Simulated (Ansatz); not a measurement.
# GaH₃ (triplet): the correlation ladder, aug-cc-pVDZ

How much of the correlation energy of GaH₃ (triplet) does each wave-function method recover here?

Program: Ansatz 0.2.0, Gaussian basis. Level of theory: aug-cc-pVDZ, core rule «outside noble gas», up to 14 orbitals frozen. These are calculated values, not measurements.

The runs, in order: UHF; CCSD(T) on ROHF; CCSD(T) on UHF; BCCD(T) on ROHF; CISD; CCSDT(Q) on ROHF; CCSDT(Q) on UHF; CASSCF and MRCISD+Q, 6 electrons in 7 orbitals; CASSCF and NEVPT2, 6 electrons in 7 orbitals.

11 further runs of the same task are left out: 7 that didn't finish, 4 set aside as unsound or not needed.

## Step 1: The geometry

The geometry is a PBE0/def2-TZVP stationary point (not a proven minimum) of the parent state, kept for this charge and spin. No spin-orbit coupling is included. The filled d shell of Ga may be among the frozen orbitals whatever the setting's name suggests; the logs give the count.

4 atoms, charge 0, spin multiplicity 3.

Atoms are counted from 1 here; the program's logs count them from 0.

Bond lengths: Ga1–H3 1.532 Å, Ga1–H4 1.532 Å. Angles: H3–Ga1–H4 170.9°.

## Step 2: UHF

in.yaml

```yaml
crystal:
  periodic: [false, false, false]
  atoms:
    - {symbol: Ga, position_ang: [0.000000, 0.025333, 0.000000]}
    - {symbol: H, position_ang: [0.000000, -2.047258, 0.000000]}
    - {symbol: H, position_ang: [0.000000, 0.147438, -1.527170]}
    - {symbol: H, position_ang: [0.000000, 0.147438, 1.527170]}
basis:
  gaussian: {orbitals: aug-cc-pVDZ}
magnetization: {spin_polarized: true, initial_magnetization: 2}
hamiltonian: {xc: hf}
output: {orbitals: {seedname: orbitals}}
```

The run is started by

```console
$ ansatz run in.yaml --threads 1 --pin off --events-out ev --progress --plain --max-ram 2393MiB
```

Further steps of the session: CCSD(T) on ROHF; CCSD(T) on UHF; BCCD(T) on ROHF; CISD; CCSDT(Q) on ROHF; CCSDT(Q) on UHF; CASSCF and MRCISD+Q, 6 electrons in 7 orbitals; CASSCF and NEVPT2, 6 electrons in 7 orbitals.

Q: Predict the results of all the runs planned. Wanted: UCCSDT(Q) below the RHF energy; RMP2 from UCCSDT(Q); UMP2 from UCCSDT(Q); RCCSD from UCCSDT(Q); RCCSD(T) from UCCSDT(Q); UCCSD(T) from UCCSDT(Q); RCCSDT(Q) from UCCSDT(Q); NEVPT2 valence from UCCSDT(Q); MRCISD+Q valence from UCCSDT(Q).

**Answer**, as computed:

| quantity | value |
| --- | --- |
| UCCSDT(Q) below the RHF energy | -2.4949 eV |
| RMP2 from UCCSDT(Q) | +15.32 kcal/mol |
| UMP2 from UCCSDT(Q) | +15.23 kcal/mol |
| RCCSD from UCCSDT(Q) | +1.79 kcal/mol |
| RCCSD(T) from UCCSDT(Q) | +0.58 kcal/mol |
| UCCSD(T) from UCCSDT(Q) | +0.47 kcal/mol |
| RCCSDT(Q) from UCCSDT(Q) | +0.11 kcal/mol |
| NEVPT2 valence from UCCSDT(Q) | +9.97 kcal/mol |
| MRCISD+Q valence from UCCSDT(Q) | -0.02 kcal/mol |
| levels within 1 kcal/mol (43 meV) | RCCSD(T), UCCSD(T), BCCD(T), RCCSDT, UCCSDT, RCCSDT(Q), MRCISD+Q valence |
| T1 diagnostic | 0.024 |
| effectively unpaired electrons | 2.02 |

**Reading.** RCCSD(T) misses by +0.58 kcal/mol, 1.0 % of the correlation energy. One determinant dominates. Of the multireference levels listed MRCISD+Q valence comes nearest in total energy (-0.02 kcal/mol), which doesn't show that its space is the better one. These misses are within one basis, not against nature; the frozen cores of restricted and unrestricted runs differ, which can shift their rows.
